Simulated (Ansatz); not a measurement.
**GaH3OS2: small, medium and large basis sets**

One table from this session's results is given with a row withheld; the runs are named, their logs left out.

Method: one geometry, several basis sets; program: Ansatz 0.2.0, Gaussian basis.

Levels to be run: PBE0-D4/def2-SVP; ωB97M-V/def2-SVP; PBE0-D4/def2-QZVPP; ωB97M-V/def2-QZVPP; the functionals' def2-TZVPP values are taken from earlier runs.

### Structure used throughout

The geometry comes from an earlier relaxation with PBE0-D4 in a triple-zeta def2 set; it is a stationary point, not always the lowest conformer.

SMILES `[OH][Ga]([SH])[SH]`, 7 atoms, charge 0, spin multiplicity 1.

Atoms are counted from 1 here; the program's logs count them from 0.

Bond lengths: O1–Ga2 1.782 Å, O1–H5 0.959 Å, Ga2–S3 2.184 Å, Ga2–S4 2.196 Å, S3–H6 1.345 Å, S4–H7 1.344 Å. Angles: Ga2–O1–H5 114.8°, O1–Ga2–S3 116.0°, O1–Ga2–S4 123.1°, S3–Ga2–S4 120.9°, Ga2–S3–H6 91.7°, Ga2–S4–H7 93.7°.

Set-up of the first run:

in.yaml

```yaml
crystal:
  periodic: [false, false, false]
  atoms:
    - {symbol: O, position_ang: [-1.345900, 0.632066, 0.190227]}
    - {symbol: Ga, position_ang: [0.263839, -0.126032, 0.092949]}
    - {symbol: S, position_ang: [1.250549, -0.524631, 2.000490]}
    - {symbol: S, position_ang: [1.232644, -0.644579, -1.808517]}
    - {symbol: H, position_ang: [-1.765798, 0.796435, -0.656453]}
    - {symbol: H, position_ang: [0.211963, -0.018272, 2.688661]}
    - {symbol: H, position_ang: [0.213903, -0.182887, -2.553056]}
basis:
  gaussian: {orbitals: def2-SVP}
hamiltonian: {xc: pbe0, dispersion: d4}
output: {orbitals: {seedname: orbitals}}
```

Launch:

```console
$ ansatz run in.yaml --threads 2 --pin off --events-out ev --progress --plain --max-ram 32768MiB --backend cpu
```

Among the steps run: PBE0-D4 in def2-SVP; ωB97M-V in def2-SVP; PBE0-D4 in def2-QZVPP; ωB97M-V in def2-QZVPP.

One of the session's tables, all rows but one given; the rest of the session is left out.

It belongs to the step «Functionals by basis». 

```
functional       basis  HOMO (eV)
   PBE0-D4    def2-SVP      -7.49
   PBE0-D4  def2-TZVPP          ?
   PBE0-D4  def2-QZVPP      -7.70
   ωB97M-V    def2-SVP      -9.62
   ωB97M-V  def2-TZVPP      -9.83
   ωB97M-V  def2-QZVPP      -9.88
```

**Question.** Estimate the row for PBE0-D4, def2-TZVPP.

The run gave: HOMO (eV): -7.67. In the column «HOMO (eV)» it lies between PBE0-D4, def2-QZVPP (-7.70) and PBE0-D4, def2-SVP (-7.49).
